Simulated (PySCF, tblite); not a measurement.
**C₂H₁₇BOSi₆, a small molecule taken as a stand-in for a surface group (Si 6-ring): infrared bands, NMR shifts and core binding energies, part 1 of 2**

What infrared bands, NMR shifts and core binding energies should one expect for `CB(C)O[SiH]1[SiH2][SiH2][SiH2][SiH2][SiH2]1`?

Programs: tblite 0.8.0 and PySCF 2.14.0. All values are calculated, for the isolated system unless a continuum is named. Atoms count from 0, parts from 1.

## (1) Starting point

27 atoms, charge 0, multiplicity 1; geometry: distance geometry start.

## (2) Geometry optimisation with GFN1-xTB

The job: settings as JSON, then the geometry in Å.

```
{"job": {"kind": "relax", "xc": "GFN1-xTB", "basis": "xTB"}, "charge": 0, "multiplicity": 1}
Si     0.011873    -1.437025     1.482087
Si     0.514259    -1.629985    -0.656359
Si     2.412775    -0.545691    -1.095097
Si     2.894716     0.792761     0.624568
Si     1.102169     1.991832     1.150407
Si    -0.454103     0.669719     1.975167
O     -2.038006     1.085656     1.309080
B     -2.415238     0.923441    -0.139604
C     -1.906986     2.089209    -1.108134
C     -3.860616     0.380393    -0.443931
H     -1.079135    -2.270736     1.789539
H      1.152108    -1.865679     2.279838
H      0.648153    -2.994545    -1.032941
H     -0.549179    -1.025293    -1.424035
H      3.459527    -1.508535    -1.266279
H      2.259836     0.212082    -2.286682
H      3.945103     1.666484     0.221680
H      3.306380    -0.000376     1.723231
H      0.607446     2.637231    -0.035875
H      1.475004     2.979669     2.115840
H     -0.483642     0.818551     3.389006
H     -1.528215     1.689550    -1.966070
H     -1.184881     2.644209    -0.626693
H     -2.722004     2.715952    -1.342644
H     -4.556754     1.131957    -0.286331
H     -4.043737    -0.415942     0.226042
H     -3.891040    -0.003487    -1.406093
```

Method: GFN1-xTB geometry optimisation, gas phase.

Command:

```bash
$ OMP_NUM_THREADS=1 python cluster_run.py task.json out
```

This one command runs all jobs of the session in turn.

What it wrote:

```text
step      E/eV     max force
  0    -833.15128    4.256
  1    -834.15385    2.522
  2    -834.69236    1.233
  3    -834.90939    1.236
  4    -835.19164    0.920
  5    -835.29593    0.923
  6    -835.43922    1.049
  7    -835.59228    1.046
  8    -835.70896    0.899
  9    -835.78074    0.766
 10    -835.82792    0.749
 11    -835.86291    0.681
 12    -835.89186    0.503
 13    -835.90896    0.353
 14    -835.92034    0.263
 15    -835.93318    0.343
 16    -835.94868    0.434
 17    -835.96349    0.388
 18    -835.97447    0.270
 19    -835.98262    0.244
 20    -835.99027    0.290
 21    -835.99834    0.281
 22    -836.00554    0.218
 23    -836.01151    0.174
 24    -836.01756    0.226
 25    -836.02412    0.295
 26    -836.03127    0.272
 27    -836.03830    0.200
 28    -836.04418    0.178
 29    -836.04889    0.173
 30    -836.05357    0.231
 31    -836.05894    0.197
 32    -836.06486    0.192
 33    -836.07133    0.231
 34    -836.07823    0.214
 35    -836.08531    0.194
 36    -836.09220    0.178
 37    -836.09793    0.162
 38    -836.10211    0.113
 39    -836.10566    0.126
 40    -836.10857    0.111
 41    -836.11066    0.097
 42    -836.11241    0.084
 43    -836.11432    0.104
 44    -836.11665    0.101
 45    -836.11916    0.097
 46    -836.12124    0.079
 47    -836.12279    0.080
 48    -836.12420    0.079
 49    -836.12552    0.083
 50    -836.12661    0.076
 51    -836.12750    0.061
 52    -836.12836    0.072
 53    -836.12940    0.077
 54    -836.13061    0.080
 55    -836.13166    0.066
 56    -836.13233    0.054
 57    -836.13285    0.053
 58    -836.13346    0.058
 59    -836.13487    0.080
 60    -836.13596    0.076
 61    -836.13716    0.060
 62    -836.13805    0.058
 63    -836.13892    0.060
 64    -836.13965    0.056
 65    -836.14027    0.049
 66    -836.14081    0.049
 67    -836.14145    0.058
 68    -836.14224    0.066
 69    -836.14310    0.066
 70    -836.14384    0.048
 71    -836.14443    0.049
 72    -836.14504    0.056
 73    -836.14579    0.063
 74    -836.14656    0.056
 75    -836.14716    0.046
 76    -836.14755    0.038
 77    -836.14787    0.055
 78    -836.14824    0.055
 79    -836.14871    0.054
 80    -836.14926    0.040
 81    -836.14955    0.041
 82    -836.14983    0.039
 83    -836.15013    0.037
 84    -836.15049    0.037
 85    -836.15082    0.048
 86    -836.15107    0.042
 87    -836.15126    0.028
 88    -836.15144    0.032
 89    -836.15167    0.037
 90    -836.15191    0.048
 91    -836.15213    0.041
 92    -836.15229    0.022
 93    -836.15240    0.021
 94    -836.15249    0.020
 95    -836.15259    0.023
 96    -836.15272    0.030
 97    -836.15291    0.032
 98    -836.15312    0.033
 99    -836.15334    0.033
100    -836.15352    0.030
101    -836.15372    0.034
102    -836.15396    0.045
103    -836.15425    0.047
104    -836.15458    0.043
105    -836.15494    0.052
106    -836.15538    0.052
107    -836.15592    0.059
108    -836.15649    0.063
109    -836.15700    0.055
110    -836.15740    0.051
111    -836.15775    0.045
112    -836.15811    0.046
113    -836.15855    0.060
114    -836.15906    0.054
115    -836.15954    0.046
116    -836.15990    0.039
117    -836.16020    0.039
118    -836.16048    0.035
119    -836.16078    0.047
120    -836.16108    0.049
121    -836.16135    0.038
122    -836.16160    0.040
123    -836.16185    0.038
124    -836.16211    0.041
125    -836.16239    0.042
126    -836.16269    0.039
127    -836.16297    0.038
128    -836.16321    0.026
129    -836.16340    0.032
130    -836.16358    0.045
131    -836.16379    0.042
132    -836.16398    0.031
133    -836.16414    0.033
134    -836.16427    0.029
135    -836.16440    0.040
136    -836.16457    0.038
137    -836.16474    0.032
138    -836.16487    0.030
139    -836.16496    0.024
140    -836.16504    0.021
141    -836.16513    0.017
142    -836.16521    0.022
143    -836.16529    0.021
144    -836.16537    0.025
145    -836.16547    0.027
146    -836.16559    0.026
147    -836.16568    0.019
148    -836.16577    0.018
149    -836.16585    0.019
150    -836.16594    0.023
151    -836.16604    0.026
152    -836.16615    0.019
153    -836.16624    0.020
154    -836.16634    0.021
155    -836.16643    0.025
156    -836.16652    0.028
157    -836.16661    0.025
158    -836.16669    0.019
159    -836.16676    0.019
160    -836.16682    0.019
161    -836.16688    0.016
162    -836.16695    0.016
163    -836.16702    0.018
164    -836.16710    0.020
165    -836.16719    0.024
166    -836.16727    0.022
167    -836.16734    0.018
168    -836.16739    0.015
169    -836.16745    0.015
170    -836.16750    0.014
171    -836.16756    0.017
172    -836.16763    0.020
173    -836.16769    0.020
174    -836.16775    0.016
175    -836.16779    0.014
176    -836.16783    0.020
177    -836.16787    0.017
178    -836.16792    0.019
179    -836.16798    0.016
180    -836.16805    0.017
181    -836.16812    0.016
182    -836.16819    0.026
183    -836.16826    0.028
184    -836.16834    0.019
185    -836.16841    0.019
186    -836.16850    0.021
187    -836.16860    0.034
188    -836.16874    0.040
189    -836.16892    0.039
190    -836.16912    0.031
191    -836.16932    0.033
192    -836.16949    0.037
193    -836.16967    0.035
194    -836.16989    0.045
195    -836.17014    0.040
196    -836.17036    0.045
197    -836.17048    0.049
198    -836.17073    0.037
199    -836.17092    0.031
200    -836.17108    0.021
201    -836.17108    0.021
202    -836.17445    0.034
203    -836.17639    0.082
204    -836.17832    0.105
205    -836.18017    0.118
206    -836.18301    0.088
207    -836.18620    0.099
208    -836.19005    0.085
209    -836.19199    0.125
210    -836.19299    0.227
211    -836.19628    0.100
212    -836.19742    0.071
213    -836.19688    0.226
214    -836.19917    0.092
215    -836.19777    0.140
216    -836.20091    0.094
217    -836.19431    0.254
218    -836.20188    0.139
219    -836.19861    0.196
220    -836.20507    0.103
221    -836.20281    0.225
222    -836.20812    0.076
223    -836.20996    0.101
224    -836.21228    0.117
225    -836.21523    0.121
226    -836.21812    0.110
227    -836.21916    0.209
228    -836.22377    0.116
229    -836.22645    0.156
230    -836.22698    0.276
231    -836.23025    0.189
232    -836.22475    0.261
233    -836.23165    0.121
234    -836.22378    0.344
235    -836.23365    0.143
236    -836.23010    0.284
237    -836.23605    0.090
238    -836.23524    0.140
239    -836.23768    0.048
240    -836.23733    0.143
241    -836.24015    0.059
242    -836.24221    0.123
243    -836.24550    0.125
244    -836.24840    0.104
245    -836.24822    0.134
246    -836.24672    0.146
247    -836.24526    0.312
248    -836.24763    0.124
249    -836.25073    0.089
250    -836.25180    0.135
251    -836.25229    0.104
252    -836.25363    0.059
253    -836.25422    0.088
254    -836.25512    0.098
255    -836.25645    0.121
256    -836.25887    0.106
257    -836.26115    0.111
258    -836.26102    0.133
259    -836.26239    0.118
260    -836.25556    0.280
261    -836.26411    0.064
262    -836.26376    0.139
263    -836.26572    0.041
264    -836.26570    0.068
265    -836.26638    0.065
266    -836.26647    0.083
267    -836.26719    0.039
268    -836.26722    0.045
269    -836.26774    0.043
270    -836.26791    0.044
271    -836.26816    0.043
272    -836.26802    0.074
273    -836.26860    0.045
274    -836.26850    0.050
275    -836.26898    0.034
276    -836.26901    0.042
277    -836.26938    0.030
278    -836.26955    0.061
279    -836.26999    0.032
280    -836.27009    0.057
281    -836.27058    0.049
282    -836.27058    0.049
283    -836.27147    0.055
284    -836.27155    0.023
285    -836.27167    0.010
286    -836.27171    0.028
287    -836.27174    0.012
288    -836.27177    0.013
289    -836.27177    0.015
290    -836.27178    0.001
```

Wall time 33 s (1 thread of Arm Neoverse V1, shared host).

The steps of the relaxation:

```
step  energy from step 0 (eV)  largest force (eV/Å)
   0                   0.0000                4.2568
  12                  -2.7406                0.5025
  24                  -2.8663                0.2261
  36                  -2.9409                0.1788
  48                  -2.9729                0.0794
  60                  -2.9847                0.0765
  72                  -2.9938                0.0562
  84                  -2.9992                0.0369
  96                  -3.0014                0.0296
 108                  -3.0052                0.0633
 120                  -3.0098                0.0490
 132                  -3.0127                0.0315
 144                  -3.0141                0.0244
 156                  -3.0152                0.0271
 168                  -3.0161                0.0145
 180                  -3.0168                0.0171
 192                  -3.0182                0.0371
 204                  -3.0270                0.1048
 216                  -3.0496                0.0939
 228                  -3.0725                0.1159
 240                  -3.0861                0.1427
 252                  -3.1024                0.0588
 264                  -3.1144                0.0679
 276                  -3.1177                0.0420
 288                  -3.1205                0.0127
 290                  -3.1205                0.0017
```

Close pairs (by a distance rule), those that changed most:

| bond | before (Å) | after (Å) | change (Å) |
| --- | --- | --- | --- |
| Si4–Si5 | 2.202 | 2.364 | +0.161 |
| Si0–Si5 | 2.213 | 2.364 | +0.151 |
| Si0–Si1 | 2.205 | 2.349 | +0.144 |
| Si3–Si4 | 2.220 | 2.348 | +0.129 |
| Si5–O6 | 1.768 | 1.641 | -0.127 |
| O6–B7 | 1.506 | 1.382 | -0.123 |
| Si1–Si2 | 2.230 | 2.351 | +0.121 |
| Si2–Si3 | 2.232 | 2.351 | +0.119 |

## (3) Infrared spectrum: GFN1-xTB

The job: settings as JSON, then the geometry in Å.

```
{"job": {"kind": "ir", "xc": "GFN1-xTB", "basis": "xTB"}, "charge": 0, "multiplicity": 1}
Si     0.283480    -2.482434     1.234176
Si     1.577912    -2.161760    -0.699314
Si     2.759598    -0.135446    -0.860979
Si     2.095696     1.703967     0.444093
Si     0.808002     1.234494     2.351099
Si    -0.765066    -0.469518     1.894679
O     -1.543120     0.050426     0.546884
B     -2.037733     0.487709    -0.667599
C     -1.022236     0.612808    -1.865382
C     -3.561426     0.849874    -0.780845
H     -0.655449    -3.599145     1.029587
H      1.140632    -3.054737     2.286532
H      2.513778    -3.280823    -0.913128
H      0.719380    -2.319906    -1.886769
H      4.171016    -0.420312    -0.536419
H      2.896731     0.264011    -2.272112
H      1.360193     2.659397    -0.403990
H      3.281075     2.516764     0.772178
H      0.205905     2.474817     2.870365
H      1.710908     0.898174     3.465249
H     -1.813630    -0.628036     2.908990
H     -1.250575    -0.124115    -2.636903
H      0.011397     0.446049    -1.539259
H     -1.077172     1.593528    -2.338111
H     -3.696332     1.901560    -0.519885
H     -4.169848     0.266742    -0.091140
H     -3.943112     0.715914    -1.791997
```

With the program's defaults for keys left out, this is: GFN1-xTB harmonic vibrations, gas phase.

What it wrote:

```text
mode    cm-1     km/mol
  1      21.3      0.03
  2      38.5      0.62
  3      44.0      0.11
  4      52.2      0.41
  5      61.6      0.80
  6      65.9      1.55
  7      67.7      0.91
  8      83.5      2.20
  9      97.5      0.07
 10     120.2      2.84
 11     136.4      3.09
 12     182.1     10.03
 13     200.9     49.16
 14     255.8      0.99
 15     261.5      3.30
 16     279.8     21.09
 17     298.1     55.50
 18     333.8      1.68
 19     345.5      0.02
 20     379.2      8.29
 21     380.5      8.45
 22     390.8     24.18
 23     396.9     17.64
 24     429.2     14.42
 25     456.4      0.11
 26     477.9      0.90
 27     482.1      8.13
 28     503.7      6.97
 29     517.1      1.15
 30     523.3      9.97
 31     530.7     86.32
 32     571.0     53.30
 33     590.9     19.02
 34     595.5      5.11
 35     627.8   1595.08
 36     634.9   1172.88
 37     646.6    342.77
 38     664.1     59.44
 39     698.5      8.05
 40     700.9    156.94
 41     749.3      0.23
 42     825.7     16.67
 43     854.4      5.53
 44     877.6     31.71
 45     879.6    133.24
 46     881.1    602.16
 47     891.2    783.14
 48     894.0    136.71
 49     929.5    157.61
 50     996.0     15.22
 51    1160.8    152.13
 52    1240.3    924.72
 53    1350.7     60.00
 54    1359.9    134.91
 55    1441.2      4.54
 56    1449.4      1.69
 57    1454.4      5.51
 58    1459.4      7.84
 59    2067.6     67.16
 60    2071.4     94.32
 61    2072.8    947.22
 62    2077.7    191.22
 63    2078.1     99.28
 64    2079.0    552.35
 65    2080.8    268.39
 66    2083.1    357.29
 67    2088.3    358.67
 68    2090.5    144.88
 69    2093.6    439.71
 70    2963.4     80.58
 71    3026.4      0.92
 72    3045.4     16.66
 73    3067.9      3.98
 74    3068.7      8.75
 75    3091.4     10.53
```

Run time: 3.9 s. Hardware: 1 thread of Arm Neoverse V1, shared host; peak memory 0.19 GiB.

The strongest bands and the atoms that carry them:

```csv
cm⁻¹,km/mol,atoms
628,1595.1,"H12 20 %, H17 20 %, H18 15 %, H10 14 %"
635,1172.9,"H20 46 %, H15 14 %"
881,602.2,"H11 22 %, H10 21 %, H19 18 %, H18 17 %"
891,783.1,"H16 20 %, H17 19 %, H13 17 %, H12 16 %"
1240,924.7,"B7 52 %, O6 40 %"
2073,947.2,"H12 30 %, H16 18 %, H13 17 %, H17 16 %"
```

## (4) Nuclear shieldings: PBE0/pcSseg-1

Same as in step 3 but for these lines:

```diff
@@ -1,2 +1,2 @@
-{"job": {"kind": "ir", "xc": "GFN1-xTB", "basis": "xTB"}, "charge": 0, "multiplicity": 1}
+{"job": {"kind": "nmr", "xc": "PBE0", "basis": "pcSseg-1"}, "charge": 0, "multiplicity": 1}
 Si     0.283480    -2.482434     1.234176
```

With the program's defaults for keys left out, this is: GIAO PBE0/pcSseg-1 NMR shielding, non-relativistic, gas phase.

What it wrote:

```text
coarse grid: 24632 points
cycle   1  E = -1922.3546206687  dE =  4.130e-01  |g| = 7.998e-01  |ddm| = 4.646e+00
cycle   2  E = -1922.1503446604  dE =  2.043e-01  |g| = 1.292e+00  |ddm| = 2.266e+00
cycle   3  E = -1922.4783022714  dE = -3.280e-01  |g| = 1.746e-01  |ddm| = 1.784e+00
cycle   4  E = -1922.4844518338  dE = -6.150e-03  |g| = 4.560e-02  |ddm| = 1.884e-01
cycle   5  E = -1922.4849820206  dE = -5.302e-04  |g| = 8.129e-03  |ddm| = 5.564e-02
cycle   6  E = -1922.4850012618  dE = -1.924e-05  |g| = 2.559e-03  |ddm| = 1.598e-02
cycle   7  E = -1922.4850031272  dE = -1.865e-06  |g| = 3.531e-04  |ddm| = 3.783e-03
final grid: 207712 points
cycle   8  E = -1922.5450663166  dE = -3.489e-05  |g| = 9.381e-03  |ddm| = 3.262e-02
cycle   9  E = -1922.5450495703  dE =  1.675e-05  |g| = 1.325e-02  |ddm| = 1.577e-02
cycle  10  E = -1922.5450835613  dE = -3.399e-05  |g| = 1.767e-03  |ddm| = 1.023e-02
cycle  11  E = -1922.5450841759  dE = -6.146e-07  |g| = 2.228e-04  |ddm| = 1.951e-03
cycle  12  E = -1922.5450841880  dE = -1.211e-08  |g| = 3.253e-05  |ddm| = 3.085e-04
cycle  13  E = -1922.5450841882  dE = -2.510e-10  |g| = 1.380e-05  |ddm| = 8.373e-05
converged SCF energy = -1922.5450841882

GIAO shielding tensors (ppm)
atom      isotropic    diamagn.    paramagn.     s11        s22        s33       span
  0 Si     470.121     881.327    -411.206    451.305    463.271    495.786     44.482
  1 Si     467.903     881.224    -413.321    446.892    460.360    496.456     49.564
  2 Si     477.684     880.775    -403.091    461.378    471.628    500.045     38.667
  3 Si     468.327     881.325    -412.997    446.391    461.150    497.440     51.049
  4 Si     469.403     881.350    -411.947    450.542    462.654    495.012     44.470
  5 Si     366.729     879.597    -512.868    295.067    340.189    464.931    169.865
  6 O      176.937     402.070    -225.133     33.973    131.422    365.416    331.443
  7 B       44.172     192.258    -148.086    -19.972     57.556     94.931    114.903
  8 C      170.285     258.491     -88.206    159.538    162.104    189.213     29.675
  9 C      178.900     253.720     -74.821    164.082    177.191    195.425     31.344
 10 H       27.901      29.724      -1.823     24.363     24.937     34.402     10.040
 11 H       28.266      29.826      -1.560     25.202     25.312     34.285      9.083
 12 H       27.855      29.555      -1.700     23.556     25.111     34.898     11.341
 13 H       28.007      31.199      -3.193     24.705     26.187     33.128      8.423
 14 H       27.954      29.639      -1.685     23.697     25.526     34.640     10.943
 15 H       27.970      29.813      -1.843     24.615     24.894     34.400      9.785
 16 H       28.035      31.267      -3.232     24.785     26.214     33.106      8.322
 17 H       27.858      29.601      -1.743     23.544     25.100     34.930     11.386
 18 H       27.902      29.740      -1.838     24.378     24.911     34.418     10.039
 19 H       28.267      29.836      -1.569     25.208     25.323     34.270      9.062
 20 H       25.059      28.577      -3.519     21.657     23.781     29.737      8.080
 21 H       30.917      32.916      -1.999     26.764     30.307     35.679      8.915
 22 H       31.605      38.397      -6.792     26.999     28.274     39.541     12.543
 23 H       30.820      32.728      -1.908     26.870     29.866     35.723      8.853
 24 H       31.356      29.380       1.976     28.055     28.977     37.037      8.982
 25 H       31.263      29.931       1.331     26.647     30.371     36.770     10.123
 26 H       31.074      29.042       2.032     26.949     29.937     36.336      9.386
```

Wall time 2.4 min (1 thread of Arm Neoverse V1, shared host); peak memory 1.7 GiB.

No reference compound was run at this level, so shieldings alone are listed.

```
atoms                              environment  σ (ppm)
   C8                  carbon bonded to B, 3 H    170.3
   C9                  carbon bonded to B, 3 H    178.9
  H20  hydrogen on a silicon bonded to O, 2 Si    25.06
  H12     hydrogen on a silicon bonded to 2 Si    27.86
  H17     hydrogen on a silicon bonded to 2 Si    27.86
  H10     hydrogen on a silicon bonded to 2 Si    27.90
  H18     hydrogen on a silicon bonded to 2 Si    27.90
  H14     hydrogen on a silicon bonded to 2 Si    27.95
  H15     hydrogen on a silicon bonded to 2 Si    27.97
  H13     hydrogen on a silicon bonded to 2 Si    28.01
  H16     hydrogen on a silicon bonded to 2 Si    28.03
  H11     hydrogen on a silicon bonded to 2 Si    28.27
  H19     hydrogen on a silicon bonded to 2 Si    28.27
  H23         hydrogen on a carbon bonded to B    30.82
  H21         hydrogen on a carbon bonded to B    30.92
  H26         hydrogen on a carbon bonded to B    31.07
  H25         hydrogen on a carbon bonded to B    31.26
  H24         hydrogen on a carbon bonded to B    31.36
  H22         hydrogen on a carbon bonded to B    31.60
  Si5             silicon bonded to O, 2 Si, H    366.7
  Si1              silicon bonded to 2 Si, 2 H    467.9
  Si3              silicon bonded to 2 Si, 2 H    468.3
  Si4              silicon bonded to 2 Si, 2 H    469.4
  Si0              silicon bonded to 2 Si, 2 H    470.1
  Si2              silicon bonded to 2 Si, 2 H    477.7
   O6                   oxygen bonded to B, Si    176.9
   B7                   boron bonded to 2 C, O     44.2
```

Charges from the same density, by scheme (e):

```
atoms  Mulliken    IAO  Hirshfeld  ESP fit
  Si0      0.02   0.12       0.14     0.10
  Si1     -0.01   0.16       0.15     0.10
  Si2     -0.04   0.14       0.14     0.12
  Si3     -0.02   0.16       0.15     0.09
  Si4      0.02   0.12       0.14     0.09
  Si5      0.44   0.63       0.27     0.27
   O6     -0.61  -0.63      -0.25    -0.45
   B7      0.53   0.44       0.25     0.83
   C8     -0.53  -0.58      -0.20    -0.75
   C9     -0.51  -0.60      -0.20    -0.77
```

Mayer bond orders: Si0–Si1 0.86, Si1–Si2 0.87, Si2–Si3 0.87, Si3–Si4 0.86, Si4–Si5 0.87, Si5–O6 0.85, O6–B7 1.09, B7–C8 1.03, B7–C9 1.04, Si5–Si0 0.88.

Ring of atoms Si0, Si1, Si2, Si3, Si4, Si5: NICS(0) -0.4, NICS(1) -0.7, NICS(1)zz 3.4 ppm (means of both faces).

(Continued in part 2 of 2.)
